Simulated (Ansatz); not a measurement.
**CH₇BOSi: how energies converge with the basis set**

An exercise on one series of results from a longer session: the logs are not shown, and one member is left open.

Method: one geometry, several basis sets; program: Ansatz 0.2.0, Gaussian basis.

Plan: PBE0-D4/def2-SVP; ωB97M-V/def2-SVP; PBE0-D4/def2-QZVPP; ωB97M-V/def2-QZVPP; the functionals' def2-TZVPP values are taken from earlier runs.

## Structure used throughout

The geometry comes from an earlier relaxation with PBE0-D4 in a triple-zeta def2 set; it is a stationary point, not always the lowest conformer.

SMILES `BC[SiH2]O`, 11 atoms, charge 0, spin multiplicity 1.

Atoms are counted from 1 here; the program's logs count them from 0.

Bond lengths: B1–C2 1.533 Å, B1–H5 1.198 Å, B1–H6 1.198 Å, C2–Si3 1.887 Å, C2–H7 1.095 Å, C2–H8 1.096 Å, Si3–O4 1.648 Å, Si3–H9 1.480 Å, Si3–H10 1.489 Å, O4–H11 0.958 Å. Angles: C2–B1–H5 120.7°, C2–B1–H6 120.8°, H5–B1–H6 118.4°, B1–C2–Si3 110.4°, B1–C2–H7 114.2°, B1–C2–H8 113.6°, Si3–C2–H7 103.3°, Si3–C2–H8 103.9°, H7–C2–H8 110.4°, C2–Si3–O4 110.9°, C2–Si3–H9 110.9°, C2–Si3–H10 109.1°, O4–Si3–H9 105.1°, O4–Si3–H10 110.6°, H9–Si3–H10 110.2°, Si3–O4–H11 117.9°.

The first run:

File in.yaml:

```yaml
crystal:
  periodic: [false, false, false]
  atoms:
    - {symbol: B, position_ang: [-0.666070, 1.698915, -0.205337]}
    - {symbol: C, position_ang: [-0.485668, 0.237837, -0.634242]}
    - {symbol: Si, position_ang: [0.694764, -0.651550, 0.538552]}
    - {symbol: O, position_ang: [0.986332, -2.189490, 0.022783]}
    - {symbol: H, position_ang: [0.077035, 2.549697, -0.604395]}
    - {symbol: H, position_ang: [-1.515234, 2.007548, 0.581667]}
    - {symbol: H, position_ang: [-0.010541, 0.113324, -1.613156]}
    - {symbol: H, position_ang: [-1.406770, -0.353607, -0.578487]}
    - {symbol: H, position_ang: [2.020554, 0.007063, 0.554430]}
    - {symbol: H, position_ang: [0.107323, -0.659551, 1.906243]}
    - {symbol: H, position_ang: [0.263674, -2.817285, 0.052442]}
basis:
  gaussian: {orbitals: def2-SVP}
hamiltonian: {xc: pbe0, dispersion: d4}
output: {orbitals: {seedname: orbitals}}
```

Run with:

```sh
ansatz run in.yaml --threads 2 --pin off --events-out ev --progress --plain --max-ram 4352MiB
```

Among the steps run: PBE0-D4 in def2-SVP; ωB97M-V in def2-SVP; PBE0-D4 in def2-QZVPP; ωB97M-V in def2-QZVPP.

One of the session's tables, all rows but one given; the rest of the session is left out.

It belongs to the step «Density functionals: the series». 

```
functional       basis  HOMO (eV)
   PBE0-D4    def2-SVP      -8.43
   PBE0-D4  def2-TZVPP      -8.55
   PBE0-D4  def2-QZVPP      -8.57
   ωB97M-V    def2-SVP     -10.68
   ωB97M-V  def2-TZVPP          ?
   ωB97M-V  def2-QZVPP     -10.83
```

Estimate the missing values for ωB97M-V, def2-TZVPP.

**Answer.** HOMO (eV): -10.82. In the column «HOMO (eV)» it lies between ωB97M-V, def2-QZVPP (-10.83) and ωB97M-V, def2-SVP (-10.68).
